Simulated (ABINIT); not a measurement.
# CoSn (P6/mmm) in ABINIT: reference runs

Aim: a first look at CoSn with PBEsol, on the cell as given.

Everything below comes from runs of ABINIT 10.8.3 (patched build). Logs are shortened: lines on timing, memory, paths and dates and some standing lists are left out, and cuts for length are marked. The log counts tension as positive stress, the text compression.

### Step 1. Starting point

It takes space group P6/mmm (No. 191, hexagonal). The conventional cell has a = 5.246 Å, b = 5.246 Å, c = 4.188 Å, α = 90.00°, β = 90.00°, γ = 120.00°. Around Sn (site symmetry 6/mmm) lie 6 Co at 2.62 Å. Sn (site symmetry -6m2) has 6 Co at 2.58 Å as nearest neighbours. Around Co (site symmetry mmm) lie 6 Sn at 2.58 to 2.62 Å and 4 Co at 2.62 Å.

The cell is a database's computed one.

### Step 2. Single point, PBEsol, collinear spin, ferromagnetic start

The input, run.abi:

```
pp_dirpath "./"
pseudos "Sn.GGA_PBE-JTH.xml, Co.GGA_PBE-JTH.xml"

acell 3*1.0 Angstrom
rprim
     5.2460399276     0.0000000000     0.0000000000
    -2.6230199638     4.5432038466     0.0000000000
     0.0000000000     0.0000000000     4.1875903000
ntypat 2
znucl 50 27
natom 6
typat 1 1 1 2 2 2
xcart
     0.0000000000     0.0000000000     0.0000000000
    -0.0000000003     3.0288025646     2.0937951500
     2.6230199641     1.5144012820     2.0937951500
     2.6230199638     0.0000000000     0.0000000000
     1.3115099819     2.2716019233     0.0000000000
    -1.3115099819     2.2716019233     0.0000000000 Angstrom

ecut 26.0
pawecutdg 48.0
pawxcdev 0

kptopt 1
ngkpt 6 6 7
nshiftk 1
shiftk 0.0 0.0 0.0

ixc -116133

nband 58
occopt 3
tsmear 0.00183747

nsppol 2
spinat
     0.0000000000     0.0000000000     0.0000000000
     0.0000000000     0.0000000000     0.0000000000
     0.0000000000     0.0000000000     0.0000000000
     0.0000000000     0.0000000000     2.0000000000
     0.0000000000     0.0000000000     2.0000000000
     0.0000000000     0.0000000000     2.0000000000

nstep 100
tolvrs 1.0e-9

iomode 3
prtwf 0
prtden 0
prteig 0
prtebands 0
enunit 2
```

Potentials or basis: JTH PAW PBE v2.0.

The run is started by

```bash
mpirun --bind-to none -np 4 abinit run.abi > log 2>&1
```

run.abo:

```text
.Version 10.8.3 of ABINIT
 Symmetries : space group P6/m m m (#191); Bravais hP (primitive hexag.)
================================================================================
 Values of the parameters that define the memory need of the present run
     intxc =       0    ionmov =       0      iscf =      17    lmnmax =      18
     lnmax =       6     mgfft =      48  mpssoang =       3    mqgrid =    3001
     natom =       6  nloc_mem =       2    nspden =       2   nspinor =       1
    nsppol =       2      nsym =      24    n1xccc =       1    ntypat =       2
    occopt =       3   xclevel =       2
       mpw =        4308          nfft =       92160          nkpt =          28
Pmy_natom=         2
 PAW method is used; the additional fine FFT grid is defined by:
   mgfftf=        64    nfftf =    204800
================================================================================
================================================================================

--------------------------------------------------------------------------------
------------- Echo of variables that govern the present computation ------------
--------------------------------------------------------------------------------
 -outvars: echo values of preprocessed input variables --------
            acell      1.8897261259E+00  1.8897261259E+00  1.8897261259E+00 Bohr
              amu      1.18710000E+02  5.89332000E+01
             ecut      2.60000000E+01 Hartree
           enunit           2
              ixc     -116133
         kptrlatt        6    0    0      0    6    0      0    0    7
          kptrlen      5.53937916E+01
            natom           6
            nband          58
            ngfft          48      48      40
          ngfftdg          64      64      50
             nkpt          28
           nspden           2
           nsppol           2
            nstep         100
             nsym          24
           ntypat           2
           occopt           3
        pawecutdg      4.80000000E+01 Hartree
         pawxcdev           0
           prtden           0
        prtebands           0
           prteig           0
            prtwf           0
            rprim      5.2460399276E+00  0.0000000000E+00  0.0000000000E+00
                      -2.6230199638E+00  4.5432038466E+00  0.0000000000E+00
                       0.0000000000E+00  0.0000000000E+00  4.1875903000E+00
          spgroup         191
           spinat      0.0000000000E+00  0.0000000000E+00  0.0000000000E+00
                       0.0000000000E+00  0.0000000000E+00  0.0000000000E+00
                       0.0000000000E+00  0.0000000000E+00  0.0000000000E+00
                       0.0000000000E+00  0.0000000000E+00  2.0000000000E+00
                       0.0000000000E+00  0.0000000000E+00  2.0000000000E+00
                       0.0000000000E+00  0.0000000000E+00  2.0000000000E+00
           tolvrs      1.00000000E-09
           tsmear      1.83747000E-03 Hartree
            typat      1  1  1  2  2  2
           useylm           1
           xangst      8.1252111581E-17  1.6813231720E-16  0.0000000000E+00
                      -9.7071238595E-17  3.0288025644E+00  2.0937951500E+00
                       2.6230199638E+00  1.5144012822E+00  2.0937951500E+00
                       2.6230199638E+00  1.6813231720E-16  0.0000000000E+00
                       1.3115099819E+00  2.2716019233E+00  0.0000000000E+00
                      -1.3115099819E+00  2.2716019233E+00  0.0000000000E+00
            xcart      1.5354423804E-16  3.1772403243E-16  0.0000000000E+00
                      -1.8343805565E-16  5.7236073362E+00  3.9566993973E+00
                       4.9567893544E+00  2.8618036681E+00  3.9566993973E+00
                       4.9567893544E+00  3.1772403243E-16  0.0000000000E+00
                       2.4783946772E+00  4.2927055021E+00  0.0000000000E+00
                      -2.4783946772E+00  4.2927055021E+00  0.0000000000E+00
             xred      3.3991992558E-17  3.7007434154E-17  0.0000000000E+00
                       3.3333333333E-01  6.6666666667E-01  5.0000000000E-01
                       6.6666666667E-01  3.3333333333E-01  5.0000000000E-01
                       5.0000000000E-01  3.7007434154E-17  0.0000000000E+00
                       5.0000000000E-01  5.0000000000E-01  0.0000000000E+00
                       3.3991992558E-17  5.0000000000E-01  0.0000000000E+00
            znucl       50.00000   27.00000

================================================================================

 chkinp: Checking input parameters for consistency.

================================================================================
== DATASET  1 ==================================================================

--- !DatasetInfo
iteration_state: {dtset: 1, }
dimensions: {natom: 6, nkpt: 28, mband: 58, nsppol: 2, nspinor: 1, nspden: 2, mpw: 4308, }
cutoff_energies: {ecut:  26.0, pawecutdg:  48.0, }
electrons: {nelect:   9.30000000E+01, charge:   0.00000000E+00, occopt:   3.00000000E+00, tsmear:   1.83747000E-03, }
meta: {optdriver: 0, ionmov: 0, optcell: 0, iscf: 17, paral_kgb: 0, }
...
[... 176 lines left out ...]
 Magnetization (Bohr magneton)=  1.05270849E-06
 Total spin up =  4.65000005E+01   Total spin down =  4.64999995E+01
 Eigenvalues (hartree) for nkpt=  28  k points, SPIN UP:
 kpt#   1, nband= 58, wtk=  0.00397, kpt=  0.0000  0.0000  0.0000 (reduced coord)
  -3.09075   -3.09023   -3.09023   -1.75062   -1.74932   -1.74877   -1.74877   -1.74750
  -1.74750   -1.74491   -1.74491   -1.74439   -0.41901   -0.41582   -0.41582   -0.41505
  -0.41505   -0.41253   -0.41195   -0.41195   -0.41115   -0.41115   -0.40934   -0.40934
  -0.40840   -0.40840   -0.40646   -0.05715    0.11612    0.17324    0.21434    0.21434
   0.23982    0.25472    0.26871    0.26871    0.27169    0.29154    0.29154    0.30791
   0.30791    0.35035    0.35082    0.35082    0.35190    0.35190    0.38575    0.39071
   0.41817    0.41817    0.47552    0.50168    0.55735    0.55735    0.58729    0.61112
   0.61112    0.62228
      occupation numbers for kpt#   1
   1.00000    1.00000    1.00000    1.00000    1.00000    1.00000    1.00000    1.00000
   1.00000    1.00000    1.00000    1.00000    1.00000    1.00000    1.00000    1.00000
   1.00000    1.00000    1.00000    1.00000    1.00000    1.00000    1.00000    1.00000
   1.00000    1.00000    1.00000    1.00000    1.00000    1.00000    1.00000    1.00000
   1.00000    1.00000    1.00000    1.00000    1.00000    1.00000    1.00000    1.00000
   1.00000    0.99995    0.99994    0.99994    0.99989    0.99989    0.00009    0.00001
   0.00000    0.00000    0.00000    0.00000    0.00000    0.00000    0.00000    0.00000
   0.00000    0.00000
 prteigrs : prtvol=0 or 1, do not print more k-points.

 Eigenvalues (hartree) for nkpt=  28  k points, SPIN DOWN:
 kpt#   1, nband= 58, wtk=  0.00397, kpt=  0.0000  0.0000  0.0000 (reduced coord)
  -3.09075   -3.09023   -3.09023   -1.75062   -1.74932   -1.74877   -1.74877   -1.74750
  -1.74750   -1.74491   -1.74491   -1.74439   -0.41901   -0.41582   -0.41582   -0.41505
  -0.41505   -0.41253   -0.41195   -0.41195   -0.41115   -0.41115   -0.40934   -0.40934
  -0.40840   -0.40840   -0.40646   -0.05715    0.11612    0.17324    0.21434    0.21434
   0.23982    0.25472    0.26871    0.26871    0.27169    0.29154    0.29154    0.30791
   0.30791    0.35035    0.35082    0.35082    0.35190    0.35190    0.38575    0.39071
   0.41817    0.41817    0.47552    0.50168    0.55735    0.55735    0.58729    0.61112
   0.61112    0.62228
      occupation numbers for kpt#   1
   1.00000    1.00000    1.00000    1.00000    1.00000    1.00000    1.00000    1.00000
   1.00000    1.00000    1.00000    1.00000    1.00000    1.00000    1.00000    1.00000
   1.00000    1.00000    1.00000    1.00000    1.00000    1.00000    1.00000    1.00000
   1.00000    1.00000    1.00000    1.00000    1.00000    1.00000    1.00000    1.00000
   1.00000    1.00000    1.00000    1.00000    1.00000    1.00000    1.00000    1.00000
   1.00000    0.99995    0.99994    0.99994    0.99989    0.99989    0.00009    0.00001
   0.00000    0.00000    0.00000    0.00000    0.00000    0.00000    0.00000    0.00000
   0.00000    0.00000
 prteigrs : prtvol=0 or 1, do not print more k-points.

 Fermi (or HOMO) energy (eV) =  10.03336   Average Vxc (eV)= -11.72792
 Eigenvalues (   eV  ) for nkpt=  28  k points, SPIN UP:
 kpt#   1, nband= 58, wtk=  0.00397, kpt=  0.0000  0.0000  0.0000 (reduced coord)
 -84.10369  -84.08931  -84.08931  -47.63691  -47.60149  -47.58635  -47.58635  -47.55197
 -47.55197  -47.48153  -47.48153  -47.46717  -11.40181  -11.31492  -11.31492  -11.29412
 -11.29412  -11.22563  -11.20965  -11.20965  -11.18787  -11.18787  -11.13878  -11.13878
 -11.11301  -11.11301  -11.06045   -1.55519    3.15970    4.71404    5.83259    5.83259
   6.52575    6.93123    7.31205    7.31205    7.39296    7.93315    7.93315    8.37864
   8.37864    9.53350    9.54619    9.54619    9.57567    9.57567   10.49681   10.63189
  11.37892   11.37892   12.93959   13.65141   15.16620   15.16620   15.98107   16.62954
  16.62954   16.93302
 prteigrs : prtvol=0 or 1, do not print more k-points.

 Eigenvalues (   eV  ) for nkpt=  28  k points, SPIN DOWN:
 kpt#   1, nband= 58, wtk=  0.00397, kpt=  0.0000  0.0000  0.0000 (reduced coord)
 -84.10370  -84.08931  -84.08931  -47.63692  -47.60150  -47.58636  -47.58636  -47.55197
 -47.55197  -47.48154  -47.48154  -47.46717  -11.40181  -11.31492  -11.31492  -11.29411
 -11.29411  -11.22563  -11.20965  -11.20965  -11.18787  -11.18787  -11.13878  -11.13878
 -11.11301  -11.11301  -11.06045   -1.55518    3.15971    4.71404    5.83259    5.83259
   6.52575    6.93123    7.31205    7.31205    7.39296    7.93315    7.93315    8.37864
   8.37864    9.53350    9.54619    9.54619    9.57567    9.57567   10.49681   10.63189
  11.37892   11.37892   12.93960   13.65143   15.16621   15.16621   15.98107   16.62954
  16.62954   16.93302
 prteigrs : prtvol=0 or 1, do not print more k-points.

--- !EnergyTerms
iteration_state     : {dtset: 1, }
comment             : Components of total free energy in Hartree
kinetic             :  7.13339860810964E+01
hartree             :  2.16145973222140E+02
xc                  : -2.99859347371864E+01
Ewald energy        : -4.07235270464065E+02
psp_core            :  1.69182277958913E+01
local_psp           : -6.38955145830640E+02
PAW spherical_terms :  1.23648854882043E+02
internal            : -6.48129309050721E+02
'-kT*entropy'       : -7.18888805507039E-04
total_energy        : -6.48130027939527E+02
total_energy_eV     : -1.76365165278809E+04
...

--- !EnergyTermsDC
iteration_state     : {dtset: 1, }
comment             : '"Double-counting" decomposition of free energy'
band_energy         : -5.22211716918514E+01
Ewald energy        : -4.07235270464065E+02
psp_core            :  1.69182277958913E+01
xc_dc               : -2.19928757395000E+02
PAW spherical_terms :  1.43376569617150E+01
internal            : -6.48129314793310E+02
'-kT*entropy'       : -7.18888805507039E-04
total_energy_dc     : -6.48130033682115E+02
total_energy_dc_eV  : -1.76365166841447E+04
...

--- !EnergyTermsWithPAWCore
iteration_state     : {dtset: 1, }
comment             : 'Components of total free energy, including PAW core contributions'
Total energy        : -2.27005708248789E+04
Total energy DC     : -2.27005708306214E+04
Total energy (eV)   : -6.17714000720026E+05
Total energy DC (eV): -6.17714000876290E+05
...

 Cartesian components of stress tensor (hartree/bohr^3)
  sigma(1 1)=  7.89750608E-05  sigma(3 2)=  0.00000000E+00
  sigma(2 2)=  7.89750605E-05  sigma(3 1)=  0.00000000E+00
  sigma(3 3)=  8.04654670E-05  sigma(2 1)=  0.00000000E+00

-Cartesian components of stress tensor (GPa)         [Pressure= -2.3381E+00 GPa]
- sigma(1 1)=  2.32352651E+00  sigma(3 2)=  0.00000000E+00
- sigma(2 2)=  2.32352650E+00  sigma(3 1)=  0.00000000E+00
- sigma(3 3)=  2.36737577E+00  sigma(2 1)=  0.00000000E+00

== END DATASET(S) ==============================================================
================================================================================

 -outvars: echo values of variables after computation  --------
            acell      1.8897261259E+00  1.8897261259E+00  1.8897261259E+00 Bohr
           etotal     -6.4813003368E+02
            fcart     -9.0537275598E-30 -5.2271720438E-30 -0.0000000000E+00
                       9.9591003158E-29 -5.2271720438E-30 -0.0000000000E+00
                      -6.3376092919E-29  2.6135860219E-29 -0.0000000000E+00
                      -9.0537275598E-30 -5.2271720438E-30 -0.0000000000E+00
                      -9.0537275598E-30 -5.2271720438E-30 -0.0000000000E+00
                      -9.0537275598E-30 -5.2271720438E-30 -0.0000000000E+00
            rprim      5.2460399276E+00  0.0000000000E+00  0.0000000000E+00
                      -2.6230199638E+00  4.5432038466E+00  0.0000000000E+00
                       0.0000000000E+00  0.0000000000E+00  4.1875903000E+00
           strten      7.8975060844E-05  7.8975060501E-05  8.0465467007E-05
                       0.0000000000E+00  0.0000000000E+00  0.0000000000E+00
           xangst      8.1252111581E-17  1.6813231720E-16  0.0000000000E+00
                      -9.7071238595E-17  3.0288025644E+00  2.0937951500E+00
                       2.6230199638E+00  1.5144012822E+00  2.0937951500E+00
                       2.6230199638E+00  1.6813231720E-16  0.0000000000E+00
                       1.3115099819E+00  2.2716019233E+00  0.0000000000E+00
                      -1.3115099819E+00  2.2716019233E+00  0.0000000000E+00
             xred      3.3991992558E-17  3.7007434154E-17  0.0000000000E+00
                       3.3333333333E-01  6.6666666667E-01  5.0000000000E-01
                       6.6666666667E-01  3.3333333333E-01  5.0000000000E-01
                       5.0000000000E-01  3.7007434154E-17  0.0000000000E+00
                       5.0000000000E-01  5.0000000000E-01  0.0000000000E+00
                       3.3991992558E-17  5.0000000000E-01  0.0000000000E+00
 Calculation completed.
```

Wall time 5.4 min (4 MPI ranks of Arm Neoverse V2, shared host); peak memory 1 GiB.

Results:

- Free energy: -17636.5167 eV
- Pressure: -2.3 GPa
- Band gap on the k mesh: none (metal or under the smearing width)
- Net moment: 0.00 μB per cell
- Valence electrons inside the program's atomic spheres: Sn 12.01, 12.13; Co 15.63

Levels at points of the mesh, in eV from the Fermi level:
Spin up:
```tsv
k point	band 42	band 43	band 44	band 45	band 46	band 47	band 48	band 49	band 50	band 51
(0.00, 0.00, 0.00)	-0.50	-0.49	-0.49	-0.46	-0.46	0.46	0.60	1.35	1.35	2.91
(0.50, 0.00, 0.00)	-1.00	-0.70	-0.48	-0.47	0.68	0.98	1.65	1.79	2.52	3.33
```
Spin down:
```tsv
k point	band 44	band 45	band 46	band 47	band 48	band 49
(0.00, 0.00, 0.00)	-0.49	-0.46	-0.46	0.46	0.60	1.35
(0.50, 0.00, 0.00)	-0.48	-0.47	0.68	0.98	1.65	1.79
```

Caveat: the starting moments collapsed, and a magnetic state may lie lower; the PAW data sets were made with another functional, which shifts forces and pressure a little.
